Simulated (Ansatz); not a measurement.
# C3H9BO2 (propylboronic acid): single point in a Gaussian basis

Aim: a single point in a Gaussian basis, for C3H9BO2 (propylboronic acid), run from a script.

Program: Ansatz 0.2.0, driven from Python. Level of theory: B3LYP/def2-SVP. These are calculated values, not measurements.

### Step 1. Starting point

Bond lengths: C1–C2 1.526 Å, C2–C3 1.532 Å, C3–B4 1.596 Å, B4–O5 1.461 Å, B4–O6 1.461 Å, C1–H7 1.111 Å, C1–H8 1.111 Å, C1–H9 1.110 Å, C2–H10 1.112 Å, C2–H11 1.113 Å, C3–H12 1.111 Å, C3–H13 1.111 Å, O5–H14 0.991 Å, O6–H15 0.990 Å. Angles (14 of 23 angles, heavy atoms first): C1–C2–C3 111.0°, C2–C3–B4 111.2°, C3–B4–O5 120.1°, C3–B4–O6 120.1°, O5–B4–O6 119.8°, C1–C2–H10 108.7°, C1–C2–H11 108.7°, C3–C2–H10 109.9°, C3–C2–H11 109.9°, C2–C1–H7 110.3°, C2–C1–H8 110.3°, C2–C1–H9 109.6°, C2–C3–H12 109.8°, C2–C3–H13 110.0°.

The script holds or builds the structure itself.

### Step 2. The code

c3h9bo2.py

```python
"""Single point of C3H9BO2."""

from pathlib import Path
import json

import ansatz as az
import numpy as np

geometry_ang = [
    ("C", (2.1238, -0.374, 0.668)),
    ("C", (0.6063, -0.5333, 0.6507)),
    ("C", (-0.0378, 0.4401, -0.3414)),
    ("B", (-1.6255, 0.2818, -0.3552)),
    ("O", (-2.2319, -0.9884, -0.7471)),
    ("O", (-2.4764, 1.4061, 0.0268)),
    ("H", (2.5452, -0.5827, -0.3385)),
    ("H", (2.4002, 0.6573, 0.975)),
    ("H", (2.5647, -1.0903, 1.3929)),
    ("H", (0.3614, -1.5809, 0.3676)),
    ("H", (0.2154, -0.3433, 1.6748)),
    ("H", (0.2144, 1.4852, -0.0603)),
    ("H", (0.3436, 0.2454, -1.3665)),
    ("H", (-2.3577, -0.9144, -1.7268)),
    ("H", (-2.6455, 1.8913, -0.8199)),
]
geometry = az.Crystal.molecule()
for symbol, xyz in geometry_ang:
    geometry = geometry.atom(symbol, xyz)

base = geometry.calculation().basis(gaussian="def2-SVP").functional("B3LYP").forces().orbitals()
outcome = base.run(threads=1, backend="cpu", runs_dir="out")
report = outcome.report

print(f"E = {report['free_energy_ev']:.6f} eV = {report['free_energy_ev'] / 27.211386246:.7f} Ha")
print("converged:", report["converged"], " doubts:", report["published_state_doubts"] or "none")

state = report["mean_field"]["state"]
print(f"mean field: {state['energy']['hartree']:.7f} Ha, <S^2> = {abs(state['spin_squared']):.4f}, stability: {state.get('stability', {}).get('kind')}")

symbols = [site.symbol for site in geometry.cartesian_sites]
print("forces (eV/A)")
for symbol, f in zip(symbols, report["forces_ev_ang"]):
    print(f"  {symbol:2s} {f[0]:9.4f} {f[1]:9.4f} {f[2]:9.4f}")

charges = report["charge_distribution"]
dipole = np.array(charges["dipole_moment_e_ang"]) * 4.803205
print("dipole (D): {:.3f} {:.3f} {:.3f}, length {:.3f}".format(*dipole, np.linalg.norm(dipole)))
print("atom  Mulliken   Lowdin")
for symbol, m, l in zip(symbols, charges["mulliken_charges_e"], charges["lowdin_charges_e"]):
    print(f"{symbol:4s} {m:9.3f} {l:8.3f}")

lines = Path(report["orbitals_path"]).read_text().splitlines()
field_of = lambda key: [line.split("=")[1].strip() for line in lines if line.startswith(key)]
orbitals = [(27.211386 * float(e), s, float(n)) for e, s, n in zip(field_of("Ene="), field_of("Spin="), field_of("Occup="))]
homo = max(e for e, _, n in orbitals if n > 0.5)
lumo = min(e for e, _, n in orbitals if n < 0.5)
print(f"HOMO {homo:.3f} eV, LUMO {lumo:.3f} eV, gap {lumo - homo:.3f} eV")
with open("c3h9bo2.json", "w") as handle:
    json.dump({k: report[k] for k in ("free_energy_ev", "reference_energy_ev", "n_occupied", "n_virtual")}, handle, indent=1)
```

### Step 3. What the engine is handed

The package turns the script's settings into the engine's input:

```yaml
crystal:
  periodic: [false, false, false]
  atoms:
    - { symbol: C, position_ang: [2.1238, -0.374, 0.668] }
    - { symbol: C, position_ang: [0.6063, -0.5333, 0.6507] }
    - { symbol: C, position_ang: [-0.0378, 0.4401, -0.3414] }
    - { symbol: B, position_ang: [-1.6255, 0.2818, -0.3552] }
    - { symbol: O, position_ang: [-2.2319, -0.9884, -0.7471] }
    - { symbol: O, position_ang: [-2.4764, 1.4061, 0.0268] }
    - { symbol: H, position_ang: [2.5452, -0.5827, -0.3385] }
    - { symbol: H, position_ang: [2.4002, 0.6573, 0.975] }
    - { symbol: H, position_ang: [2.5647, -1.0903, 1.3929] }
    - { symbol: H, position_ang: [0.3614, -1.5809, 0.3676] }
    - { symbol: H, position_ang: [0.2154, -0.3433, 1.6748] }
    - { symbol: H, position_ang: [0.2144, 1.4852, -0.0603] }
    - { symbol: H, position_ang: [0.3436, 0.2454, -1.3665] }
    - { symbol: H, position_ang: [-2.3577, -0.9144, -1.7268] }
    - { symbol: H, position_ang: [-2.6455, 1.8913, -0.8199] }
basis:
  gaussian:
    orbitals: def2-SVP
hamiltonian:
  xc: b3lyp
output:
  orbitals: {}
  forces: true
```

### Step 4. The run

Run with:

```
> python c3h9bo2.py
```

Q: Predict the main results. Wanted: total energy; largest force; dipole moment; HOMO-LUMO gap of the mean field.

The runs gave:

| quantity | value |
| --- | --- |
| total energy | -8024.5024 eV |
| largest force | 2.613 eV/Å |
| dipole moment | 2.86 D |
| HOMO-LUMO gap of the mean field (B3LYP/def2-SVP) | 7.28 eV |

What this shows: Forces reach 2.61 eV/Å, so the atoms aren't at rest. Reading the output:
- The geometry is a force-field or estimated start, not a minimum of this method, and the basis set is short of its limit.
- The Löwdin charges here are taken after orthogonalising the functions within each atom; they differ from plain Löwdin charges, and their signs can be unphysical.
- b3lyp holds the VWN-RPA fit, as in Gaussian; the form of ORCA and Turbomole is b3lyp5.
- Levels such as HOMO and LUMO are orbital energies: with these approximate functionals they aren't the ionisation energy and electron affinity, and their gap isn't the fundamental gap.
